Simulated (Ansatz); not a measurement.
# SnH2 (SMILES [H][Sn][H]): CCSDT/STO-3G

Aim: the electronic atomisation energy of SnH2 at CCSDT/STO-3G, from 3 runs. 

Program for the calculation: Ansatz 0.2.0.

32 further runs of the same task are left out: 2 that didn't finish, 30 set aside as unsound or not needed.

### 1 Starting point

SnH2 has 3 atoms, charge 0, and is taken as a singlet. SMILES: `[H][Sn][H]`. Geometry: a GFN2-xTB relaxation, a rough one for these elements and not checked as a minimum.

Bond lengths: Sn1–H2 1.800 Å, Sn1–H3 1.800 Å. Angles: H2–Sn1–H3 87.0°.

### 2 A single-point energy at CCSDT/STO-3G

The input, job.yaml:

```yaml
basis:
  gaussian: {orbitals: STO-3G}
crystal:
  periodic: [false, false, false]
  atoms:
    - {symbol: Sn, position_ang: [0.005160, -0.008860, -0.870070]}
    - {symbol: H, position_ang: [1.236480, -0.017770, 0.442810]}
    - {symbol: H, position_ang: [-1.241640, 0.026630, 0.427260]}
correlation: {method: ccsdt, frozen_orbitals: {H: 0, Sn: 18}}
accuracy: high
scf: {omitted_lower_state_checks: [cluster_reference, increment]}
```

The run is started by

```console
$ ansatz run job.yaml --threads 1 --pin off --max-ram 2610MiB --events-out events.jsonl --progress --plain --runs-dir runs
```

The log of the run (excerpt; [...] marks lines left out):

```text
Warning: RAYON_NUM_THREADS=1 ignored (pool sized by the plan → 1); use --threads N
Functional definition: HF
  name "HF"
[...]
494 factors; integrals over basis functions are off by at most 5.0e-9 eV
[...]
mean field -162298.84808746 eV, -5964.3726571037 hartree, gradient 5.6e-9 eV, S^2 0.000000; 0 other end points of the search recorded, 0 dependent functions left out; unrestricted orbitals would lower it
18 core orbitals not correlated: weight in the atoms' cores, before any rotation towards them, 1.000 or more for the frozen orbitals, at most 0.000 for the correlated occupied ones
reference -162298.84808746 eV, -5964.3726571037 hartree; 8, 8 occupied and 3, 3 virtual orbitals, 494 factors
second order -0.90127724 eV of doubles, -0.00000000 eV of singles
cycle   1  -1.22059512 eV  change   -3.2e-1 eV  update   6.4e-2
[...]
cycle  20  -1.45659937 eV  change   7.0e-10 eV  update   1.0e-9
Total energy: -162300.30468683 eV, -5964.4261861433 hartree
Checks for a lower state left out: cluster_reference, increment
```

Wall time 0.66 s (1 thread of Arm Neoverse V1, shared host).

### 3 The H atom: the energy at UHF/STO-3G

The input, run.yaml:

```yaml
crystal:
  periodic: [false, false, false]
  atoms:
    - {symbol: H, position_ang: [0.000000, 0.000000, 0.000000]}
basis:
  gaussian: {orbitals: STO-3G}
hamiltonian: {xc: hf}
magnetization: {spin_polarized: true, initial_magnetization: 1}
total_charge: 0
accuracy: high
```

Run the same way, it converges to -0.46658 Eh (log not shown).

### 4 The Sn atom

The input, run.yaml:

```yaml
crystal:
  periodic: [false, false, false]
  atoms:
    - {symbol: Sn, position_ang: [0.000000, 0.000000, 0.000000]}
basis:
  gaussian: {orbitals: STO-3G}
correlation: {method: ccsdt, frozen_orbitals: {Sn: 18}}
scf: {omitted_lower_state_checks: [cluster_reference, increment]}
accuracy: high
magnetization: {spin_polarized: true, initial_magnetization: 2}
```

Run the same way, it converges to -5963.21986 Eh (log not shown).

### 5 Outcome

Level: CCSDT/STO-3G, 18 core orbitals frozen.

| quantity | value |
| --- | --- |
| molecule: total energy | -5964.42619 Eh |
| molecule: correlation energy (18 core orbitals frozen) | -53.5 mEh |
| molecule: T1 diagnostic | 0.007 |
| H atom: total energy | -0.46658 Eh |
| H atom: ⟨S²⟩ | 0.750 |
| Sn atom: total energy | -5963.21986 Eh |
| Sn atom: correlation energy (18 core orbitals frozen) | -13.7 mEh |
| Sn atom: ⟨S²⟩ of the reference determinant | 2.000 |
| Sn atom: T1 diagnostic | 0.000 |
| electronic atomisation energy | 7.433 eV |

Taking the molecule apart into free atoms costs 7.43 eV (717 kJ/mol), before zero-point energy and without spin-orbit coupling. In a minimal basis such a difference can be off by several eV, whatever the method. The restricted solution (molecule) is unstable to spin breaking: an unrestricted one lies lower. Relativity is left out (molecule) although the molecule holds a heavy atom. Relativity is left out (Sn atom) although the molecule holds a heavy atom.
